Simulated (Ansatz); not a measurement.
# TePt: the cost of one run

Computed with Ansatz 0.2.0 (DFT LDA, scalar-relativistic, plane waves, PAW, unless a step's input says otherwise).

The COD entry's cell or inner coordinates are ideal or old and differ from later refinements, so a difference from it is no clean test against experiment.

2 further runs of the same task are left out: 2 set aside as unsound or not needed.

## (1) Starting point

Symmetry: R-3m, No. 166, trigonal system. Conventional cell: a = 3.935 Å, b = 3.935 Å, c = 19.686 Å, α = 90.00°, β = 90.00°, γ = 120.00°. Te (site symmetry 3m) has 3 Pt at 2.58 Å as nearest neighbours. Pt (site symmetry 3m) has 3 Te at 2.58 Å and 3 Pt at 2.69 Å as nearest neighbours.

As a file:

```xyz
4
Lattice="1.9675 1.1359 6.5619 -1.9675 1.1359 6.5619 0.0000 -2.2718 6.5619" Properties=species:S:1:pos:R:3 pbc="T T T"
Te    0.0000    0.0000   11.7906
Te    0.0000    0.0000    7.8951
Pt    0.0000    0.0000   17.1251
Pt    0.0000    0.0000    2.5607
```

It is the result of an earlier relaxation at this level (volume 22.00 Å³/atom; gap on the mesh: none (metal)).

## (2) The scan

The energy is mapped over the lattice constants a and c of the conventional cell.

The axes are (1) lattice constant a (and b): 5 values from 3.738 to 4.132 Å; (2) lattice constant c: 5 values from 18.70 to 20.67 Å.

Nothing else is relaxed (fractional coordinates fixed). Energies count from the relaxed crystal. Points are written as (first, second).

## (3) The run at (3.738 Å, 18.70 Å)

File input.yaml:

```yaml
crystal:
  lattice:
    - [1.8691, 1.0791253881, 6.2338333333]
    - [-1.8691, 1.0791253881, 6.2338333333]
    - [0.0, -2.1582507763, 6.2338333333]
  atoms:
    - { symbol: Te, position: [0.5989427129, 0.5989427129, 0.5989427129] }
    - { symbol: Te, position: [0.4010572871, 0.4010572871, 0.4010572871] }
    - { symbol: Pt, position: [0.8699224754, 0.8699224754, 0.8699224754] }
    - { symbol: Pt, position: [0.1300775246, 0.1300775246, 0.1300775246] }
basis:
  ecutwfc: 420
kpoints:
  mp_grid: { grid: [12, 12, 12] }
hamiltonian:
  xc: lda
  pseudopotentials: { kind: paw, azcp: { folder: soft_1 } }
scf:
  occupations: { method: gaussian, width: 0.15 }
output:
  forces: true
  stress: true
  eigenvalues: true
  write_density: true
  write_potential: true
  elf: true
  volumetric_format: npy
```

The run is started by

```console
ansatz run input.yaml --threads 2 --pin off --max-ram 4096MiB --backend cpu --events-out ev --progress --plain --runs-dir out
```

Q: Estimate wall time and peak memory on 2 threads of Arm Neoverse N1, shared host.

About 41 s, with a peak of 0.61 GiB.
